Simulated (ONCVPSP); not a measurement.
# Nitrogen: generating and testing an ONCV potential

Aim: build the potential from the settings below, then test how well it stands in for the atom: other configurations, scattering, ghost states and the plane-wave cutoff that it needs.

The numbers are computed with ONCVPSP 4.0.1 (PBE, scalar-relativistic, spin-unpolarised reference atom).

## (1) Settings

Typed settings, in words:

| Property | Result |
| --- | --- |
| element | nitrogen (N, Z = 7) |
| type | optimised norm-conserving Vanderbilt (ONCV) |
| frozen core | [He] |
| valence charge | 5 |
| reference configuration | 2s2 2p3 |
| partial waves | 2s: rc 0.80 bohr, ncon 3, nbas 7, qcut 6.6 1/bohr, 2 projectors, debl 1.3 Ha; 2p: rc 2.15 bohr, ncon 4, nbas 8, qcut 5 1/bohr, 1 projector; d scattering state at 0.34 Ha: rc 2.10 bohr, ncon 5, nbas 8, qcut 4.4 1/bohr, 1 projector |
| local potential | polynomial inside 0.55 bohr (lpopt 5, dvloc0 3 Ha) |
| core correction | Teter function, fcfact 4.25, rcfact 1.7 |

## (2) Generation

The input, N.dat:

```
# ATOM AND REFERENCE CONFIGURATION
# atsym  z   nc   nv     iexc    psfile
  N 7.00    1    2        4      upf
#
#   n    l    f
    1    0    2.00
    2    0    2.00
    2    1    3.00
#
# PSEUDOPOTENTIAL AND OPTIMIZATION
# lmax
    2
#
#   l,   rc,      ep,       ncon, nbas, qcut
    0    0.80    0.00    3    7    6.60
    1    2.15    0.00    4    8    5.00
    2    2.10    0.34    5    8    4.40
#
# LOCAL POTENTIAL
# lloc, lpopt,  rc(5),   dvloc0
    4    5    0.55    3.00
#
# VANDERBILT-KLEINMAN-BYLANDER PROJECTORs
# l, nproj, debl
    0    2    1.30
    1    1    2.90
    2    1    3.30
#
# MODEL CORE CHARGE
# icmod, fcfact, rcfact
    3    4.25    1.70
#
# LOG DERIVATIVE ANALYSIS
# epsh1, epsh2, depsh
   -2.00    5.00    0.02
#
# OUTPUT GRID
# rlmax, drl
    6.00    0.01
#
# TEST CONFIGURATIONS
# ncnf
    4
# nvcnf
#   n    l    f
    2
    2    0    2.00
    2    1    2.00
#
    2
    2    0    2.00
    2    1    1.00
#
    2
    2    0    2.00
    2    1    0.00
#
    2
    2    0    1.00
    2    1    0.00
#
```

Launch:

```console
$ oncvpsp.x < N.dat > N.out
```

Before running it: what results should come out? Wanted: cutoffs for 1 and 0.1 mHa per electron, occupied waves; bound ghosts; GHOST(+) flags; largest test error; largest phase difference near zero energy, channels read; rms error of d²Exc/dn², without and with the model core.

The runs gave:

| quantity | value |
| --- | --- |
| cutoffs for 1 and 0.1 mHa per electron, occupied waves | 51 Ha and 192 Ha |
| bound ghosts | none found |
| GHOST(+) flags | d at 47 eV |
| largest test error (AE − PS) | +3347 meV, for 2s2 2p0 (1 test unsolved) |
| largest phase difference near zero energy, channels read | 0.033 rad |
| rms error of d²Exc/dn², without and with the model core | 0.67 and 1.77 mHa |

What this shows: By total energies transferability is poor: the largest error is 3347 meV on 89.5 eV, for 2s2 2p0. That test lies far up in energy; among those under 40 eV, nearer to bonding, the largest error is 104 meV. Of the tests 1 gave no usable energy difference, which is a warning in itself. It counts as hard, with 51 Ha needed at the looser tolerance. The tighter tolerance needs 192 Ha, and converged work needs a cutoff nearer that. At the looser tolerance the 2s wave is the slowest; 2p needs 11 Ha. No bound ghost shows below the valence levels. Of the channels read, p scatters worst near zero energy, by up to 0.03 rad. The program also flags highly localised states, GHOST(+) (d). All of this concerns the isolated atom, not yet a solid.
